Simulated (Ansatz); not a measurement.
# BaCuGe: how the settings move a single-point run

Aim: see which settings change the result for BaCuGe, by how much, and at what cost.

Method: reference: DFT, r2SCAN, PAW with Ansatz's default frozen-core files, scalar-relativistic, in Ansatz 0.2.0.

2 further runs of the same task are left out: 2 that didn't finish. Runs told in other sessions of the task aren't counted.

## (1) The system as given

The structure is orthorhombic, space group Amm2 (No. 38). The conventional cell has a = 5.046 Å, b = 4.234 Å, c = 7.334 Å, α = 90.00°, β = 90.00°, γ = 90.00°. Around Ba (site symmetry mm2) lie 4 Cu at 3.37 Å and 4 Ge at 3.37 Å. Cu (site symmetry mm2) has 1 Ge at 1.42 Å in its first shell of neighbours. Around Ge (site symmetry mm2) lie 1 Cu at 1.42 Å.

As a file:

```
CELL_PARAMETERS angstrom
4.23432 0.00000 0.00000
-2.11716 3.66703 0.00000
0.00000 0.00000 5.04550
ATOMIC_POSITIONS crystal
Ba 0.00000 0.00000 0.00000
Cu 0.19333 0.59667 0.50000
Ge 0.80667 0.40333 0.50000
```

## (2) The reference run

Contents of input.yaml:

```yaml
crystal:
  lattice:
    - [4.2343221827, 0.0, 0.0]
    - [-2.1171610913, 3.667030578, 0.0]
    - [0.0, 0.0, 5.04550393]
  atoms:
    - { symbol: Ba, position: [0.0, 0.0, 0.0] }
    - { symbol: Cu, position: [0.1933333333, 0.5966666667, 0.5] }
    - { symbol: Ge, position: [0.8066666667, 0.4033333333, 0.5] }
kpoints:
  mp_grid: { grid: [8, 8, 6] }
scf:
  occupations: { method: fermi_dirac, width: 0.05 }
hamiltonian:
  xc: r2scan
  pseudopotentials: { kind: paw }
output:
  forces: true
  stress: true
  eigenvalues: true
  efg: { contact_densities: true }
  populations: true
  write_density: true
  write_potential: true
  elf: true
  volumetric_format: npy
```

The run is started by

```bash
$ ansatz run input.yaml --threads 1 --pin off --max-ram 3072MiB --backend cpu --events-out ev --progress --plain --runs-dir out
```

## (3) Changed: preconditioner none, lower_state_search standard

Changes to input.yaml since step 2:

```diff
@@ -13,2 +13,4 @@
   occupations: { method: fermi_dirac, width: 0.05 }
+  mixing: { preconditioner: none }
+  lower_state_search: standard
 hamiltonian:
@@ -22,5 +24 @@
   populations: true
-  write_density: true
-  write_potential: true
-  elf: true
-  volumetric_format: npy
```

Q: Predict the outcome of this session. Wanted: for each run, ending; energy change; pressure; gap; force.

The runs gave:

```tsv
run	ending	energy change	pressure (GPa)	gap (eV)	force (eV/Å)	cycles	time
reference	converged	0	60.0	0.00	61.33	11	65 s
1: preconditioner none, lower_state_search standard	converged	0.0 meV/atom	60.0	0.00	61.33	8	56 s
```

Times don't compare one to one where runs were asked for different outputs or read a saved state (see the inputs); cycles may leave out searches for a lower state.

Residual by cycle in the longest SCF loop of each run; runs are numbered as in the table. The quantity is the density residual dr2, in eV.

```tsv
cycle	reference	run 1
1	0.806	0.806
2	0.137	1.29
3	0.116	0.0141
4	0.0276	0.00171
5	0.00735	1.1e-4
6	0.00102	5.6e-5
7	1.6e-4	6.1e-6
8	9.4e-6	3.6e-8
9	1.9e-6	-
10	2.1e-7	-
11	4.1e-8	-
```

The changed input (mixing and search for lower states) leaves the energy the same to the digits printed. The structure is not at rest: the sound run finds 60 GPa, so these are no properties of the relaxed crystal. 
